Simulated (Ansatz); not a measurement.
Runs of Ansatz 0.2.0 on NaLaMnMoO6. The typed cell holds 10 atoms: a = 5.109 Å, b = 5.694 Å, c = 5.920 Å, α = 117.98°, β = 98.89°, γ = 92.48°. The cell was built by a generator and needn't be a form met in nature.

| task | level | spin | cell | k mesh | cutoff (eV) | points for each segment of the path | mesh quality | gap on the mesh (eV) | pressure (GPa) | moment (μB) | relaxed volume (Å³/atom) | largest force (eV/Å) |
| --- | --- | --- | --- | --- | --- | --- | --- | --- | --- | --- | --- | --- |
| relaxation of cell and atoms | PBEsol | collinear, ferromagnetic start | relaxed | 4 × 4 × 4 | 420 | - | not flagged | 0.91 | 0.0 | 3.00 | 14.14 | 0.01 |
| band structure | BLYP | collinear, ferromagnetic start | as given | 6 × 6 × 5 | 420 | 10 | not flagged | (b) | 4.0 | 3.00 | - | 0.41 |
| single point | B3LYP | collinear, ferromagnetic start | as given | 3 × 3 × 3 | 420 | - | coarse | 2.77 | 0.7 | 3.00 | - | 0.82 |
| band structure | r2SCAN | non-collinear, ferromagnetic start, SOC | as given | 4 × 4 × 4 | 500 | 10 | not flagged | 1.12 | -2.1 | 3.00 | - | 0.42 |
| relaxation of cell and atoms | BLYP | collinear, ferromagnetic start | relaxed | 4 × 4 × 4 | 420 | - | not flagged | 0.83 | 0.0 | 3.00 | (c) | 0.01 |
| relaxation of cell and atoms | PBEsol+D3(BJ) | collinear, ferromagnetic start | relaxed | 4 × 4 × 4 | 420 | - | not flagged | 1.05 | 0.0 | 3.00 | 13.42 | 0.01 |
| single point | r2SCAN0 | collinear, ferromagnetic start | as given | 3 × 3 × 3 | 500 | - | coarse | 3.55 | -3.9 | 3.00 | - | 1.43 |
| band structure | PBEsol | collinear, ferromagnetic start | as given | 6 × 6 × 5 | 420 | 10 | not flagged | (a) | -4.5 | 3.00 | - | 0.36 |

Alike in all rows: potentials or basis Ansatz PAW; smearing fermi-dirac 0.05 eV.

Estimate the missing entries.

(a) 0.79; (b) 0.90; (c) 15.48.

Caveats: some runs use coarse meshes; a cell with one magnetic atom can't hold antiferromagnetic order, which such compounds often take; the PAW data sets come from PBE, with cores solved anew for the run's functional, which leaves a small shift of forces and pressure; spin-orbit coupling is left out, which moves the levels of the heavy elements (some runs); the starting moments weren't kept (some runs); the plane-wave basis is chosen anew once the cell has moved, so the energies of steps on either side of that aren't comparable (some runs); the magnetic or orbital state may not be the lowest (some runs); odd divisions of the mesh miss points on the zone boundary, where band edges often lie, so the gap on the mesh can be too wide (some runs).

A k mesh can miss the band edges, and rows without SOC leave out spin-orbit coupling on La, Mo.

Runs at the PBE level aren't shown here.
